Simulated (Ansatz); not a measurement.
# C2H10B2Si: a ladder of functionals and wavefunction methods

One table from this session's results is given with a row withheld; the runs are named, their logs left out.

Method: functionals in def2-TZVPP, the program's frozen cores in correlated methods; program: Ansatz 0.2.0, Gaussian basis.

Plan: LDA (SPW92), PBE-D4, revPBE-D4, BLYP-D4, r2SCAN-D4, B97M-V, PBE0-D4, B3LYP-D4, r2SCANh-D4, r2SCAN0-D4, HSE06-D4, BHLYP-D4, CAM-B3LYP-D4, LC-ωPBE, ωB97X-V, ωB97M-V, B2PLYP, PBE-QIDH; CCSD(T)/def2-SVP; CCSD(T)/def2-TZVPP; MP2/def2-QZVPP; extrapolation to the limit; RPA on PBE.

## Structure used throughout

All runs share one geometry, relaxed beforehand with PBE0-D4 in a triple-zeta def2 set.

15 atoms, charge 0, spin multiplicity 1.

Atoms are counted from 1 here; the program's logs count them from 0.

Bond lengths: B1–B2 1.537 Å, B1–Si4 2.122 Å, B1–H6 1.205 Å, B1–H7 1.204 Å, B2–C3 1.521 Å, C3–H8 1.095 Å, C3–H9 1.092 Å, C3–H10 1.097 Å, Si4–C5 1.876 Å, Si4–H11 1.496 Å, Si4–H12 1.495 Å, C5–H13 1.091 Å, C5–H14 1.093 Å, C5–H15 1.091 Å. Angles: B2–B1–Si4 81.7°, B2–B1–H6 118.4°, B2–B1–H7 120.0°, Si4–B1–H6 100.9°, Si4–B1–H7 101.1°, H6–B1–H7 119.6°, B1–B2–C3 172.1°, B2–C3–H8 111.4°, B2–C3–H9 112.5°, B2–C3–H10 108.4°, H8–C3–H9 109.2°, H8–C3–H10 107.0°, H9–C3–H10 108.2°, B1–Si4–C5 103.9°, B1–Si4–H11 114.9°, B1–Si4–H12 114.0°, C5–Si4–H11 108.9°, C5–Si4–H12 109.3° and more.

Set-up of the first run:

The input, in.yaml:

```yaml
crystal:
  periodic: [false, false, false]
  atoms:
    - {symbol: B, position_ang: [-0.102687, 1.304463, 0.633557]}
    - {symbol: B, position_ang: [0.615600, 0.228734, 1.463692]}
    - {symbol: C, position_ang: [1.313365, -0.956931, 2.113070]}
    - {symbol: Si, position_ang: [-0.307376, -0.316844, -0.720207]}
    - {symbol: C, position_ang: [-1.173811, 0.439029, -2.202204]}
    - {symbol: H, position_ang: [0.565560, 2.064883, -0.020704]}
    - {symbol: H, position_ang: [-1.256476, 1.566629, 0.856746]}
    - {symbol: H, position_ang: [0.720653, -1.872376, 2.015909]}
    - {symbol: H, position_ang: [1.536910, -0.783595, 3.168203]}
    - {symbol: H, position_ang: [2.260018, -1.131430, 1.586858]}
    - {symbol: H, position_ang: [0.981517, -0.928013, -1.170972]}
    - {symbol: H, position_ang: [-1.128519, -1.449763, -0.192898]}
    - {symbol: H, position_ang: [-0.567231, 1.241558, -2.625600]}
    - {symbol: H, position_ang: [-1.344014, -0.317332, -2.972332]}
    - {symbol: H, position_ang: [-2.135410, 0.860187, -1.903718]}
basis:
  gaussian: {orbitals: def2-TZVPP}
hamiltonian: {xc: lda}
output: {orbitals: {seedname: orbitals}}
```

Steps of the session up to this table: LDA; PBE-D4 (GGA); revPBE-D4 (GGA); BLYP-D4 (GGA); r2SCAN-D4 (meta-GGA); B97M-V (meta-GGA); PBE0-D4 (hybrid); B3LYP-D4 (hybrid); r2SCANh-D4 (hybrid); r2SCAN0-D4 (hybrid); HSE06-D4 (hybrid); BHLYP-D4 (hybrid); CAM-B3LYP-D4 (range-separated); LC-ωPBE (range-separated); ωB97X-V (range-separated); ωB97M-V (range-separated); B2PLYP (double hybrid); PBE-QIDH (double hybrid).

One of the session's tables, all rows but one given; the rest of the session is left out.

It belongs to the step «Orbital energies across the functionals». 

| functional | HOMO (eV) | gap (eV) |
| --- | --- | --- |
| LDA (SPW92) | -6.03 | 3.55 |
| PBE-D4 | -5.92 | 3.63 |
| revPBE-D4 | -5.87 | 3.67 |
| BLYP-D4 | -5.77 | 3.62 |
| r2SCAN-D4 | -6.10 | 4.11 |
| B97M-V | -6.20 | 4.21 |
| PBE0-D4 | -6.95 | 5.60 |
| B3LYP-D4 | -6.75 | 5.19 |
| r2SCANh-D4 | -6.49 | 4.82 |
| r2SCAN0-D4 | -7.07 | 5.89 |
| HSE06-D4 | -6.56 | 4.82 |
| BHLYP-D4 | -7.84 | 7.54 |
| CAM-B3LYP-D4 | -8.18 | 7.96 |
| LC-ωPBE | -9.47 | 10.40 |
| ωB97X-V | ? | ? |
| ωB97M-V | -8.99 | 9.62 |

Q: Estimate the row for ωB97X-V from the others.

**Answer.** HOMO (eV): -9.15; gap (eV): 9.98. In the column «HOMO (eV)» it lies between LC-ωPBE (-9.47) and ωB97M-V (-8.99).
